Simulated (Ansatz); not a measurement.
# Manganese, hcp under PBEsol: ground state and equation of state

What does PBEsol give for manganese in the hcp structure? We relax it, solve it on a dense k-mesh, then scale the cell to 7 volumes from 88 to 112 % of the relaxed one and try a fit of the equation of state. The start is ferromagnetic. The k-meshes are 14×14×8 for the relaxation; 24×24×13 for the dense run; 17×17×9 for the volumes.

Method: DFT PBEsol, plane waves (420 eV) with PAW, scalar-relativistic; the PAW data stem from PBE, with regenerated cores, in Ansatz 0.2.0.

## 1. The structure to begin with

It takes space group P6_3/mmc (No. 194, hexagonal). The conventional cell has a = 2.552 Å, b = 2.552 Å, c = 4.167 Å, α = 90.00°, β = 90.00°, γ = 120.00°. Around Mn (site symmetry -6m2) lie 12 Mn at 2.55 Å.

Coordinates:

```xyz
2
Lattice="2.5518 0.0000 0.0000 -1.2759 2.2099 0.0000 0.0000 0.0000 4.1671" Properties=species:S:1:pos:R:3 pbc="T T T"
Mn    0.0000    1.4733    1.0418
Mn    1.2759    0.7366    3.1253
```

Starting moments (μB): +3 ×2.

## 2. Relaxing cell and atoms

input.yaml

```yaml
crystal:
  lattice:
    - [2.5517868831, 0.0, 0.0]
    - [-1.2758934415, 2.2099122658, 0.0]
    - [0.0, 0.0, 4.1670679801]
  atoms:
    - { symbol: Mn, position: [0.3333333333, 0.6666666667, 0.25], spin: 3.0 }
    - { symbol: Mn, position: [0.6666666667, 0.3333333333, 0.75], spin: 3.0 }
hamiltonian:
  xc: pbesol
  pseudopotentials:
    kind: paw
    azcp:
      Mn: "pseudopotentials/Mn.paw.azcp"
basis:
  ecutwfc: 420
  fft_grid_basis: typed
kpoints:
  mp_grid: { grid: [14, 14, 8], shift: [0, 0, 0] }
magnetization:
  spin_polarized: true
scf:
  occupations: { method: fermi_dirac, width: 0.05 }
relax:
  max_steps: 60
  f_tol: 0.01
  cell: {}
```

The runs that follow: Single point on a dense mesh; Volume × 0.88; Volume × 0.92; Volume × 0.96; Volume × 1.0; Volume × 1.04; Volume × 1.08; Volume × 1.12.

Before running it: what results should come out? Wanted: space group; conventional cell; volume; shortest distance; gap on the mesh; magnetic state; relative to alpha-Mn; V₀, B₀, B₀′.

**Answer**, as computed:

| quantity | value |
| --- | --- |
| space group (spins left aside) | P6_3/mmc (No. 194) |
| conventional cell | a = 2.451 Å, c = 3.965 Å (c/a = 1.618) |
| volume | 10.318 Å³/atom |
| shortest distance | 2.436 Å |
| gap on the mesh | none (levels filled in part) |
| magnetic state | non-magnetic |
| relative to alpha-Mn (A12), ferrimagnetic | +55 meV/atom |
| V₀, B₀, B₀′ | 10.317 Å³/atom, 310 GPa, 4.3 |

What this shows: The relaxation shrank the cell by 12.2 % in volume. Against the reference form of manganese (alpha-Mn (A12), ferrimagnetic, computed apart with the same settings) it stands 55 meV/atom higher; part of this is magnetic energy, as this run has no moments. The moments die out: the run ends non-magnetic. No gap shows: it is a metal or semimetal at this level. B₀ comes out at 310 GPa, among the stiffest elements; letting shape and positions relax at each volume could only lower it. The symmetry was held, so the structure may be unstable against distortions that break it.
